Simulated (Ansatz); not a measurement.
# CH7ClOSi2: a ladder of functionals and wavefunction methods

An exercise on one series of results from a longer session: the logs are not shown, and one member is left open.

Program: Ansatz 0.2.0, Gaussian basis. Level of theory: functionals in def2-TZVPP, the program's frozen cores in correlated methods. These are calculated values, not measurements.

The runs, in order: LDA (SPW92), PBE-D4, revPBE-D4, BLYP-D4, r2SCAN-D4, B97M-V, PBE0-D4, B3LYP-D4, r2SCANh-D4, r2SCAN0-D4, HSE06-D4, BHLYP-D4, CAM-B3LYP-D4, LC-ωPBE, ωB97X-V, ωB97M-V, B2PLYP, PBE-QIDH; CCSD(T)/def2-SVP; CCSD(T)/def2-TZVPP; MP2/def2-QZVPP; extrapolation to the limit; RPA on PBE.

## The geometry

An earlier PBE0-D4 in a triple-zeta def2 set relaxation fixed the geometry.

SMILES `C[Si](O)([SiH3])Cl`, 12 atoms, charge 0, spin multiplicity 1.

Atoms are counted from 1 here; the program's logs count them from 0.

Bond lengths: C1–Si2 1.859 Å, C1–H6 1.092 Å, C1–H7 1.093 Å, C1–H8 1.093 Å, Si2–O3 1.642 Å, Si2–Si4 2.338 Å, Si2–Cl5 2.077 Å, O3–H9 0.959 Å, Si4–H10 1.488 Å, Si4–H11 1.488 Å, Si4–H12 1.485 Å. Angles: Si2–C1–H6 110.6°, Si2–C1–H7 110.7°, Si2–C1–H8 110.3°, H6–C1–H7 108.0°, H6–C1–H8 108.6°, H7–C1–H8 108.5°, C1–Si2–O3 112.3°, C1–Si2–Si4 114.8°, C1–Si2–Cl5 106.4°, O3–Si2–Si4 106.3°, O3–Si2–Cl5 109.1°, Si4–Si2–Cl5 107.8°, Si2–O3–H9 118.4°, Si2–Si4–H10 110.5°, Si2–Si4–H11 109.0°, Si2–Si4–H12 110.2°, H10–Si4–H11 108.5°, H10–Si4–H12 109.3° and more.

Set-up of the first run:

Contents of in.yaml:

```yaml
crystal:
  periodic: [false, false, false]
  atoms:
    - {symbol: C, position_ang: [-1.213070, 1.191472, -0.342298]}
    - {symbol: Si, position_ang: [0.423960, 0.319900, -0.219634]}
    - {symbol: O, position_ang: [1.028181, -0.081370, -1.693157]}
    - {symbol: Si, position_ang: [0.391586, -1.651662, 1.036616]}
    - {symbol: Cl, position_ang: [1.724413, 1.644455, 0.711995]}
    - {symbol: H, position_ang: [-1.591917, 1.439819, 0.651701]}
    - {symbol: H, position_ang: [-1.114276, 2.122019, -0.907864]}
    - {symbol: H, position_ang: [-1.945638, 0.555086, -0.845308]}
    - {symbol: H, position_ang: [1.239001, 0.625037, -2.306999]}
    - {symbol: H, position_ang: [-0.513507, -2.653856, 0.410873]}
    - {symbol: H, position_ang: [-0.112418, -1.346651, 2.402862]}
    - {symbol: H, position_ang: [1.760685, -2.219548, 1.135212]}
basis:
  gaussian: {orbitals: def2-TZVPP}
hamiltonian: {xc: lda}
output: {orbitals: {seedname: orbitals}}
```

Steps of the session up to this table: LDA; PBE-D4 (GGA); revPBE-D4 (GGA); BLYP-D4 (GGA); r2SCAN-D4 (meta-GGA); B97M-V (meta-GGA); PBE0-D4 (hybrid); B3LYP-D4 (hybrid); r2SCANh-D4 (hybrid); r2SCAN0-D4 (hybrid); HSE06-D4 (hybrid); BHLYP-D4 (hybrid); CAM-B3LYP-D4 (range-separated); LC-ωPBE-D4 (range-separated; the results give it without D4); ωB97X-V (range-separated); ωB97M-V (range-separated); B2PLYP (double hybrid); PBE-QIDH (double hybrid).

One table of the session follows, with a row left open; its other results are not shown here.

It belongs to the step «Frontier levels by functional». 

| functional | HOMO (eV) | gap (eV) |
| --- | --- | --- |
| LDA (SPW92) | -6.82 | 5.81 |
| PBE-D4 | -6.72 | 5.90 |
| revPBE-D4 | -6.68 | 5.94 |
| BLYP-D4 | -6.60 | 5.91 |
| r2SCAN-D4 | -7.00 | 6.51 |
| B97M-V | -7.11 | 6.41 |
| PBE0-D4 | -7.92 | 7.97 |
| B3LYP-D4 | -7.73 | 7.57 |
| r2SCANh-D4 | -7.44 | 7.25 |
| r2SCAN0-D4 | -8.10 | 8.35 |
| HSE06-D4 | -7.53 | 7.20 |
| BHLYP-D4 | ? | ? |
| CAM-B3LYP-D4 | -9.23 | 10.31 |
| LC-ωPBE | -10.53 | 12.78 |
| ωB97X-V | -10.21 | 12.31 |
| ωB97M-V | -9.98 | 11.76 |

Q: Estimate the row for BHLYP-D4 from the others.

Worked estimate for «HOMO (eV)». Against the share of exact exchange, BLYP-D4 (0, -6.60), B3LYP-D4 (0.2, -7.73) give a slope of -5.65 per unit share; at 0.5 the line stands at -9.42.

The run gave: HOMO (eV): -9.03; gap (eV): 9.99. In «HOMO (eV)» the line misses by -0.39.
